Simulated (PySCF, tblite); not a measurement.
# C7H14BP: geometry, infrared bands and NMR shifts

What infrared bands and NMR shifts should C7H14BP (`[BH3-][P@+]1(C#CC)CC[C@@H]1C`) show?

Programs: tblite 0.8.0 and PySCF 2.14.0, with density-fitted response routines of our own. Each step states its level of theory. These are calculated values for one molecule in the gas phase, unless marked as measured. Atoms count from 0, in the outputs and in this text.

### 1 The molecule as given

23 atoms, charge 0, multiplicity 1; geometry from: force field or distance geometry start.

Bonds of the start (Å): B0–P1 1.85, P1–C2 1.76, C2–C3 1.19, C3–C4 1.48, P1–C5 1.81, C5–C6 1.52, C6–C7 1.53, C7–C8 1.52, C7–P1 1.79, B0–H9 1.17, B0–H10 1.22, B0–H11 1.20, C4–H12 1.09, C4–H13 1.10, C4–H14 1.10, C5–H15 1.12, C5–H16 1.10, C6–H17 1.11, C6–H18 1.09, C7–H19 1.09, C8–H20 1.12, C8–H21 1.11, C8–H22 1.11.

### 2 Relaxing the molecule with GFN2-xTB

Job settings and geometry (Å):

```
{"job": {"kind": "relax", "xc": "GFN2-xTB", "basis": "xTB"}, "charge": 0, "multiplicity": 1}
B      0.079300    -1.348400    -1.977200
P      0.066400    -0.472200    -0.349500
C      1.607600     0.154300     0.234500
C      2.644300     0.587100     0.629400
C      3.934300     1.101400     1.154200
C     -1.086900    -1.021700     0.928300
C     -1.261500     0.451500     1.280200
C     -1.279400     0.698900    -0.226900
C     -2.601200     0.210000    -0.792800
H      0.636400    -2.378900    -1.928400
H     -1.027700    -1.465400    -2.473600
H      0.660100    -0.649000    -2.755900
H      4.689300     0.847000     0.404900
H      3.790700     2.183300     1.313700
H      4.179400     0.631500     2.120800
H     -0.647000    -1.643000     1.752400
H     -2.011600    -1.484300     0.566000
H     -0.338200     0.888700     1.722000
H     -2.215300     0.746200     1.725800
H     -0.981600     1.692200    -0.548600
H     -3.316300     0.164200     0.065200
H     -2.538500    -0.786800    -1.279500
H     -2.987300     0.920300    -1.554800
```

The run is started by

```bash
OMP_NUM_THREADS=1 python probes_run.py task.json out
```

The driver reads the jobs from task.json and runs them one after another.

**Question.** This job is followed by: GFN2-xTB harmonic vibrations, gas phase; GIAO PBE0/pcSseg-1 NMR shielding, non-relativistic, gas phase. Predict these results of the whole session: strongest single infrared mode (GFN2-xTB); zero-point energy (GFN2-xTB); 13C shifts against TMS (PBE0/pcSseg-1); 1H shifts against TMS (PBE0/pcSseg-1, means over atoms taken as alike); 11B shifts against BF3·OEt2 (PBE0/pcSseg-1); 31P shifts against H3PO4 (PBE0/pcSseg-1); surface potential, 1st and 99th percentile.

As calculated:

| quantity | value |
| --- | --- |
| strongest single infrared mode (GFN2-xTB) | 1075 cm⁻¹, 208 km/mol |
| zero-point energy (GFN2-xTB) | 117.2 kcal/mol |
| 13C shifts against TMS (PBE0/pcSseg-1) | 115.3, 81.4, 41.3, 29.8, 28.0, 18.2, 6.2 ppm |
| 1H shifts against TMS (PBE0/pcSseg-1, means over atoms taken as alike) | 3.07, 2.54, 2.52, 2.24, 2.21, 1.83, 1.43, 0.87 ppm |
| 11B shifts against BF3·OEt2 (PBE0/pcSseg-1) | -47.6 ppm |
| 31P shifts against H3PO4 (PBE0/pcSseg-1) | 10.8 ppm |
| surface potential, 1st and 99th percentile | -1.49 V and 1.16 V |

**Reading.** The optimisation took 104 steps and gained 1.601 eV; among the close pairs (by a distance rule), P1–C7 changed most, from 1.788 to 1.879 Å. No mode is imaginary among the 63: a minimum at this level. The strongest single mode, at 1075 cm⁻¹, moves mainly H10, H11 and H9. Unscaled tight-binding wavenumbers are off by several per cent, some by more. Its intensities can rank the bands wrongly. By nearest atom (PBE0/pcSseg-1), the HOMO sits on C2, C3 about 18 % each; P1 15 % and the LUMO on P1 22 %; C3 22 %.
